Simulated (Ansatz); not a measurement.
# AgO+ (quintet): from Hartree-Fock to the top rungs, def2-SVP

One table from this session's results is given with a row withheld; the runs are named, their logs left out.

Method: def2-SVP, core rule «outside noble gas», up to 5 orbitals frozen; program: Ansatz 0.2.0, Gaussian basis.

To be run: UHF; CCSD(T) on ROHF; CCSD(T) on UHF; CISD; CCSDT(Q) on ROHF; CCSDT(Q) on UHF; CASSCF and MRCISD+Q, 16 electrons in 10 orbitals; CASSCF and NEVPT2, 16 electrons in 10 orbitals.

15 further runs of the same task are left out: 4 for a known fault of the program, 4 that didn't finish, 7 set aside as unsound or not needed.

## The system

The geometry is a PBE0/def2-TZVP stationary point (not a proven minimum) of the parent state, kept for this charge and spin. No spin-orbit coupling is included. Elements past krypton take def2 core potentials.

2 atoms, charge 1, spin multiplicity 5.

Atoms are counted from 1 here; the program's logs count them from 0.

Bond lengths: Ag1–O2 2.250 Å.

Geometry (Å):

```xyz
2

Ag    0.00000    0.00000    0.00000
O     0.00000    0.00000    2.25040
```

Set-up of the first run:

Contents of in.yaml:

```yaml
crystal:
  periodic: [false, false, false]
  atoms:
    - {symbol: Ag, position_ang: [0.000000, 0.000000, 0.000000]}
    - {symbol: O, position_ang: [0.000000, 0.000000, 2.250400]}
basis:
  gaussian: {orbitals: def2-SVP}
total_charge: 1
magnetization: {spin_polarized: true, initial_magnetization: 4}
hamiltonian: {xc: hf}
output: {orbitals: {seedname: orbitals}}
```

On the command line:

```bash
$ ansatz run in.yaml --threads 1 --pin off --events-out ev --progress --plain --max-ram 2393MiB
```

Steps of the session up to this table: UHF; CCSD(T) on ROHF; CCSD(T) on UHF; CISD; CCSDT(Q) on ROHF; CCSDT(Q) on UHF; CASSCF and MRCISD+Q, 16 electrons in 10 orbitals; CASSCF and NEVPT2, 16 electrons in 10 orbitals.

One of the session's tables, all rows but one given; the rest of the session is left out.

It belongs to the step «Misses and costs». 

| method | from RCCSDT(Q) (meV) |
| --- | --- |
| ROHF | +9022.5 |
| UHF | +8737.5 |
| RMP2 | +783.8 |
| UMP2 | +692.4 |
| CISD | +822.1 |
| RCCSD | ? |
| UCCSD | +185.7 |
| RCCSD(T) | +82.3 |
| UCCSD(T) | +39.6 |
| RCCSDT | +16.6 |
| UCCSDT | -14.4 |
| RCCSDT(Q) | 0 |
| UCCSDT(Q) | -29.8 |
| CASSCF valence | +8967.3 |
| NEVPT2 valence | +1484.9 |
| MRCISD valence | +828.9 |
| MRCISD+Q valence | +277.7 |

**Question.** Estimate the row for RCCSD.

As computed: from RCCSDT(Q) (meV): +237.9. In the column «from RCCSDT(Q) (meV)» it lies between UCCSD (+185.7) and MRCISD+Q valence (+277.7).

Caveats from the session: Restricted and unrestricted rows rest on different reference determinants; where their highest levels disagree by more than a few hundredths of an eV, they describe different states and don't form one ladder.
